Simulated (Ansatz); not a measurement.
# Al12NO: the cost of one run

Program: Ansatz 0.2.0. Level of theory: DFT PBE, scalar-relativistic, plane waves, PAW. These are calculated values, not measurements.

16 further runs of the same task are left out: 16 set aside as unsound or not needed.

## Step 1: The starting structure

Symmetry: Pm, No. 6, monoclinic system. The conventional cell has a = 5.714 Å, b = 5.714 Å, c = 22.175 Å, α = 90.00°, β = 90.00°, γ = 90.00°. Around Al (site symmetry 1) lie 8 Al at 2.86 to 2.90 Å. Al (site symmetry m) is surrounded by 12 Al at 2.86 to 2.91 Å. Al (site symmetry m) has 12 Al at 2.86 to 2.91 Å and 1 N at 3.04 Å and 1 O at 3.04 Å as nearest neighbours. Al (site symmetry 1) is surrounded by 1 N at 1.71 Å. Al (site symmetry 1) is surrounded by 1 O at 1.71 Å. Only part of the 10 independent sites is listed.

Coordinates:

```cif
data_structure
_symmetry_space_group_name_H-M 'Pm'
_symmetry_Int_Tables_number 6
_cell_length_a 5.7143
_cell_length_b 5.7143
_cell_length_c 22.1750
_cell_angle_alpha 90.000
_cell_angle_beta 90.000
_cell_angle_gamma 90.000
_cell_volume 724.09
loop_
_atom_site_label
_atom_site_type_symbol
_atom_site_symmetry_multiplicity
_atom_site_Wyckoff_symbol
_atom_site_fract_x
_atom_site_fract_y
_atom_site_fract_z
_atom_site_occupancy
Al1 Al 2 c 0.25000 0.25000 0.18038 1
Al2 Al 2 c 0.75000 0.25000 0.18038 1
Al3 Al 1 a 0.00000 0.00000 0.27441 1
Al4 Al 1 b 0.00000 0.50000 0.27441 1
Al5 Al 1 a 0.50000 0.00000 0.27441 1
Al6 Al 1 b 0.50000 0.50000 0.27441 1
Al7 Al 2 c 0.25000 0.25000 0.36866 1
Al8 Al 2 c 0.75000 0.25000 0.36866 1
N1 N 1 b 0.33331 0.50000 0.40474 1
O1 O 1 b 0.66669 0.50000 0.40474 1
```

This is the geometry of the first run shown, built on a cell relaxed beforehand with the same method.

## Step 2: Plan of the line

Atoms count from 1 in the order of the input.

NO lies flat over one site of a rigid substrate while its bond length and height are varied.

- distance N13-O14: 8 values from 1.060 to 3.060 Å
- height of the NO axis above the plane of Al9: 8 values from 0.80 to 3.60 Å

Nothing else is relaxed. Points are written as (first, second).

## Step 3: Grid point (1.905 Å, 0.80 Å)

A dipole layer in the vacuum cancels the field that periodic copies would set up if the slab's two faces differ.

File input.yaml:

```yaml
crystal:
  lattice:
    - [5.7143028096, 0.0, 0.0]
    - [0.0, 5.7143028096, 0.0]
    - [0.0, 0.0, 22.1750227966]
  atoms:
    - { symbol: Al, position: [0.25, 0.25, 0.1803831291] }
    - { symbol: Al, position: [0.25, 0.75, 0.1803831291] }
    - { symbol: Al, position: [0.75, 0.25, 0.1803831291] }
    - { symbol: Al, position: [0.75, 0.75, 0.1803831291] }
    - { symbol: Al, position: [0.0, 0.0, 0.2744094953] }
    - { symbol: Al, position: [0.0, 0.5, 0.2744094953] }
    - { symbol: Al, position: [0.5, 0.0, 0.2744094953] }
    - { symbol: Al, position: [0.5, 0.5, 0.2744094953] }
    - { symbol: Al, position: [0.25, 0.25, 0.3686590481] }
    - { symbol: Al, position: [0.25, 0.75, 0.3686590481] }
    - { symbol: Al, position: [0.75, 0.25, 0.3686590481] }
    - { symbol: Al, position: [0.75, 0.75, 0.3686590481] }
    - { symbol: "N", position: [0.3333129987, 0.5, 0.404735674], spin: 1.0 }
    - { symbol: O, position: [0.6666870013, 0.5, 0.404735674] }
basis:
  ecutwfc: 420
kpoints:
  mp_grid: { grid: [5, 5, 1] }
hamiltonian:
  xc: pbe
scf:
  occupations: { method: gaussian, width: 0.1 }
output:
  forces: true
  eigenvalues: true
  populations: true
magnetization:
  spin_polarized: true
efield:
  axis: 3
  dipole_correction: true
  ramp_width: 0.04
```

Run with:

```console
ansatz run input.yaml --threads 4 --pin off --max-ram 12288MiB --backend cpu --events-out ev --progress --plain --runs-dir out
```

What time and memory should one allow on 4 threads of Intel Xeon Platinum 8375C at 2.90GHz (Ice Lake), shared host?

About 21 s, with a peak of 1.3 GiB.
